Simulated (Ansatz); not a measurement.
# MgO (Fm-3m): compression over a wide range

One table from this session's results is given with a row withheld; the runs are named, their logs left out.

The COD entry's cell or inner coordinates are ideal or old and differ from later refinements, so a difference from it is no clean test against experiment.

Program: Ansatz 0.2.0. Level of theory: DFT PBE, scalar-relativistic, plane waves, PAW. These are calculated values, not measurements.

## The system as given

It takes space group Fm-3m (No. 225, cubic). The conventional cell has a = 4.255 Å, b = 4.255 Å, c = 4.255 Å, α = 90.00°, β = 90.00°, γ = 90.00°. Mg (site symmetry m-3m) has 6 O at 2.13 Å as nearest neighbours. Around O (site symmetry m-3m) lie 6 Mg at 2.13 Å.

Structure file:

```xyz
2
Lattice="0.0000 2.1275 2.1275 2.1275 0.0000 2.1275 2.1275 2.1275 0.0000" Properties=species:S:1:pos:R:3 pbc="T T T"
Mg    0.0000    0.0000    0.0000
O     2.1275    2.1275    2.1275
```

This cell comes from an earlier session at PBE: 9.630 Å³/atom at -0.13 GPa, on a 10×10×10 mesh.

The first run:

Contents of input.yaml:

```yaml
crystal:
  lattice:
    - [0.0, 2.0987656548, 2.0987656548]
    - [2.0987656548, 0.0, 2.0987656548]
    - [2.0987656548, 2.0987656548, 0.0]
  atoms:
    - { symbol: Mg, position: [0.0, 0.0, 0.0] }
    - { symbol: O, position: [0.5, 0.5, 0.5] }
basis:
  ecutwfc: 420
  ecutrho_ratio: 4
kpoints:
  mp_grid: { grid: [10, 10, 10] }
hamiltonian:
  xc: pbe
scf:
  occupations: { method: gaussian, width: 0.05 }
output:
  forces: true
  stress: true
  eigenvalues: true
```

On the command line:

```sh
ansatz run input.yaml --threads 1 --pin off --max-ram 2560MiB --backend cpu --events-out ev --progress --plain --runs-dir out
```

Steps of the session up to this table: Volume × 0.96; Volume × 1.04; Volume × 0.92; Volume × 0.88; Volume × 0.84; Volume × 0.8; Volume × 0.76; Volume × 0.72; Volume × 0.68; Volume × 0.64.

One table of the session follows, with a row left open; its other results are not shown here.

It belongs to the step «The curve». 

```
volume (Å³/atom)  energy above the lowest (meV/atom)  pressure (GPa)  gap on the mesh (eV)
           6.163                              1222.5           165.8                  9.27
           6.548                                   ?               ?                     ?
           6.934                               607.3            95.8                  8.21
           7.319                               407.2            71.6                  7.49
           7.704                               259.0            52.4                  6.85
           8.089                               152.3            37.0                  6.27
           8.474                                78.9            24.6                  5.75
           8.859                                32.3            14.6                  5.27
           9.245                                 7.3             6.5                  4.84
           9.630                                 0.0            -0.1                  4.45
          10.015                                 7.0            -5.5                  4.10
```

Estimate the missing values for volume (Å³/atom) = 6.548.

Worked estimate for «energy above the lowest (meV/atom)». A straight line through the neighbours (6.163, 1222.5) and (6.934, 607.3) gives 1222.5 + (607.3 − 1222.5) × (6.548 − 6.163) / (6.934 − 6.163) = 915.3; a parabola fitted to 3 rows on both sides gives 879.5.

As computed: energy above the lowest (meV/atom): 873.0; pressure (GPa): 126.5; gap on the mesh (eV): 9.02. In «energy above the lowest (meV/atom)» the line misses by +42.3 and the parabola by +6.5.

Caveats from the session: Other structures may be lower in enthalpy at these pressures.
